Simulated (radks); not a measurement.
**Zn in [Ar] 3d10 4s1 5s1: an all-electron calculation**

Aim: the levels, the sizes of the orbitals and the parts of the energy of neutral zinc.

Method: scalar-relativistic Kohn-Sham, BLYP, spin-polarised, spherical densities, finite nucleus; open shells are filled with parallel spins first. Code: radks (a radial shooting solver on a logarithmic mesh, Libxc functionals) version 1.

### 1 Starting point

| Item | Value |
| --- | --- |
| element | zinc (Z = 30) |
| charge | 0 |
| electrons | 30 |
| configuration | [Ar] 3d10 4s1 5s1 |
| nuclear rms radius | 3.9283 fm |

The outer shells:

Zn
```
[Ar] core
3d [↑↓][↑↓][↑↓][↑↓][↑↓]
4s [↑ ]
5s [↑ ]
```

### 2 The run

The run's settings:

```text
Z 30
configuration [Ar] 3d10 4s1 5s1
relativity scalar-relativistic
functional b88,lyp
spin polarised
nucleus finite rms 3.9283 fm
c 137.035999084
```

What does the calculation give?

The runs gave:

```
                        quantity                   value
                    total energy     -1796.12934 hartree
exchange-correlation share of it                  3.99 %
                            −T/E                  1.0160
          highest occupied level        5s up, -1.574 eV
    most extended occupied level  5s up, <r> = 7.58 bohr
 radius at density 0.001 e/bohr³               3.69 bohr
    maxima of the radial density                       4
```

What this shows: 5 principal shells are occupied and 4 maxima appear in the radial density; where shells overlap, one shows as a shoulder or not at all. −T/E is 1.016: with relativity the kinetic term as defined here no longer equals −E. This is not the tabulated ground configuration, so its levels and sizes aren't those of the ground state, and no measured value stands beside it.
